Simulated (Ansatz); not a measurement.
# Zn4SeS3: the cost of one run

Method: DFT r2SCAN, scalar-relativistic, plane waves, PAW, in Ansatz 0.2.0.

1 further run of the same task is left out (set aside as unsound or not needed). Runs told in other sessions of the task aren't counted.

## (1) The system as given

It takes space group P-43m (No. 215, cubic). Conventional cell: a = 5.516 Å, b = 5.516 Å, c = 5.516 Å, α = 90.00°, β = 90.00°, γ = 90.00°. Zn (site symmetry 3m) is surrounded by 3 S at 2.37 Å and 1 Se at 2.45 Å. Se (site symmetry -43m) is surrounded by 4 Zn at 2.45 Å. Around S (site symmetry -42m) lie 4 Zn at 2.37 Å.

Coordinates:

```
Zn Se S
1.0
     5.51558    0.00000    0.00000
     0.00000    5.51558    0.00000
     0.00000    0.00000    5.51558
Zn Se S
4 1 3
Direct
  0.74361 0.74361 0.74361
  0.74361 0.25639 0.25639
  0.25639 0.74361 0.25639
  0.25639 0.25639 0.74361
  0.00000 0.00000 0.00000
  0.50000 0.50000 0.00000
  0.50000 0.00000 0.50000
  0.00000 0.50000 0.50000
```

It is the end of an earlier relaxation with the same method, from a generated guess; it is a trial structure. At a tolerance of 0.02 Å it has space group P-43m (No. 215); it has 20.97 Å³/atom, an uncorrected energy of -0.79 eV/atom over the elements and, on its mesh, gap 1.73 eV.

## (2) Level of theory: r2SCAN

input.yaml

```yaml
crystal:
  lattice:
    - [5.5155751, 0.0, 0.0]
    - [0.0, 5.5155751, 0.0]
    - [0.0, 0.0, 5.5155751]
  atoms:
    - { symbol: Zn, position: [0.743606, 0.743606, 0.743606] }
    - { symbol: Zn, position: [0.743606, 0.256394, 0.256394] }
    - { symbol: Zn, position: [0.256394, 0.743606, 0.256394] }
    - { symbol: Zn, position: [0.256394, 0.256394, 0.743606] }
    - { symbol: Se, position: [0.0, 0.0, 0.0] }
    - { symbol: S, position: [0.5, 0.5, 0.0] }
    - { symbol: S, position: [0.5, 0.0, 0.5] }
    - { symbol: S, position: [0.0, 0.5, 0.5] }
basis:
  ecutwfc: 500
kpoints:
  mp_grid: { grid: [6, 6, 6] }
  band_path:
    path:
      - [[0.0, 0.0, 0.0], [0.0, 0.5, 0.0], [0.5, 0.5, 0.0], [0.0, 0.0, 0.0], [0.5, 0.5, 0.5], [0.0, 0.5, 0.0]]
      - [[0.5, 0.5, 0.5], [0.5, 0.5, 0.0]]
    npoints: 14
hamiltonian:
  xc: r2scan
scf:
  occupations: { method: gaussian, width: 0.02 }
  n_extra_bands: 20
output:
  forces: true
  stress: true
  eigenvalues: true
  populations: true
  dos: { projected: true, de: 0.02, nscf_kmesh: { grid: [9, 9, 9] } }
  bader: true
  write_density: true
  write_potential: true
  elf: true
  volumetric_format: npy
```

Started as:

```console
$ ansatz run input.yaml --threads 4 --pin off --max-ram 8192MiB --backend cpu --events-out ev --progress --plain --runs-dir out
```

Q: Estimate wall time and peak memory on 4 threads of Arm Neoverse V2, shared host.

About 75 s, with a peak of 1.3 GiB.
